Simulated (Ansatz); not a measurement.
# AlH3Se3: rigid scan of one bond length in Python

Wanted for AlH3Se3: a rigid scan of one bond length.

Program: Ansatz 0.2.0 through its Python package. Level of theory: PBE0/def2-SVP. These are calculated values, not measurements.

### Step 1. The structure

Bond lengths: Se1–Al2 2.340 Å, Al2–Se3 2.375 Å, Al2–Se4 2.431 Å, Se1–H5 1.567 Å, Se3–H6 1.556 Å, Se4–H7 1.514 Å. Angles: Se1–Al2–Se3 119.4°, Se1–Al2–Se4 121.8°, Se3–Al2–Se4 118.9°, Al2–Se1–H5 91.7°, Al2–Se3–H6 91.5°, Al2–Se4–H7 90.4°.

The script holds or builds the structure itself.

### Step 2. The code

run_scan.py reads:

```python
"""Potential curve of AlH3Se3 along one bond."""

import warnings

import ansatz as az
import numpy as np


def main() -> None:
    warnings.simplefilter("ignore", az.DeckWarning)

    geometry_ang = [
        ("Se", (-2.4341, 0.0407, 0.2621)),
        ("Al", (-0.1962, -0.6344, 0.1546)),
        ("Se", (1.1494, -0.5208, 2.1078)),
        ("Se", (0.8092, -1.4056, -1.9197)),
        ("H", (-2.0585, 1.5102, -0.1311)),
        ("H", (1.6059, 0.925, 1.7576)),
        ("H", (1.1856, 0.0169, -2.277)),
    ]
    geometry = az.Crystal.molecule()
    for symbol, xyz in geometry_ang:
        geometry = geometry.atom(symbol, xyz)

    symbols = [site.symbol for site in geometry.cartesian_sites]
    start = np.array([site.position_ang for site in geometry.cartesian_sites])
    axis = (start[4] - start[0]) / np.linalg.norm(start[4] - start[0])
    moving = [4]
    lengths, energies = [1.379, 1.442, 1.504, 1.567, 1.63, 1.692, 1.755, 1.849], []
    for length in lengths:
        xyz = start.copy()
        xyz[moving] += (length - np.linalg.norm(start[4] - start[0])) * axis
        point = az.Crystal.molecule()
        for symbol, xyz in zip(symbols, xyz):
            point = point.atom(symbol, xyz.tolist())
        setup = (
            point.calculation()
            .basis(gaussian="def2-SVP")  # atom-centred Gaussian functions
            .functional("pbe0")
        )
        summary = setup.run(threads=1, backend="cpu").report
        energies.append(summary["free_energy_ev"])
        print(f"r = {length:6.3f} A  E = {energies[-1]:.5f} eV  <S^2> = {abs(summary['mean_field']['state']['spin_squared']):.3f}")

    # quartic fit about the minimum
    fit = np.polynomial.Polynomial.fit(lengths, np.array(energies) - min(energies), 4).convert()
    roots = [r.real for r in fit.deriv().roots() if abs(r.imag) < 1e-9 and fit.deriv(2)(r.real) > 0]
    r_e = min(roots, key=lambda r: abs(r - lengths[int(np.argmin(energies))]))
    print(f"minimum of the fit at {r_e:.4f} A, force constant {fit.deriv(2)(r_e):.2f} eV/A^2")


if __name__ == "__main__":
    main()
```

### Step 3. The input behind the calls

The package turns the script's settings into the engine's input (first run):

```yaml
crystal:
  periodic: [false, false, false]
  atoms:
    - { symbol: Se, position_ang: [-2.4341, 0.0407, 0.2621] }
    - { symbol: Al, position_ang: [-0.1962, -0.6344, 0.1546] }
    - { symbol: Se, position_ang: [1.1494, -0.5208, 2.1078] }
    - { symbol: Se, position_ang: [0.8092, -1.4056, -1.9197] }
    - { symbol: H, position_ang: [-2.1035370249238237, 1.3339968367264132, -0.08395261395088512] }
    - { symbol: H, position_ang: [1.6059, 0.925, 1.7576] }
    - { symbol: H, position_ang: [1.1856, 0.0169, -2.277] }
basis:
  gaussian:
    orbitals: def2-SVP
hamiltonian:
  xc: pbe0
```

### Step 4. Launch

Launch:

```
> python run_scan.py
```

Q: Predict the main results. Wanted: range of energy; lowest point, distance.

**Answer**, as computed:

| quantity | value |
| --- | --- |
| bond length at the fit's minimum | 1.4738 Å |
| runs compared | 8 |
| range of energy | 0.874 eV |
| lowest point, distance (Å) | 1.50 |

The lowest point, at 1.50, lies inside the range. The ends stand 0.103 and 0.874 eV above it. The distance scanned is the script's pair 0, 4. Reading the output:
- The rest of the molecule is held rigid at a force-field or estimated start geometry, and the basis set is modest; single-reference methods fail as a bond breaks.
- The orbitals are restricted, so S² is zero by construction.
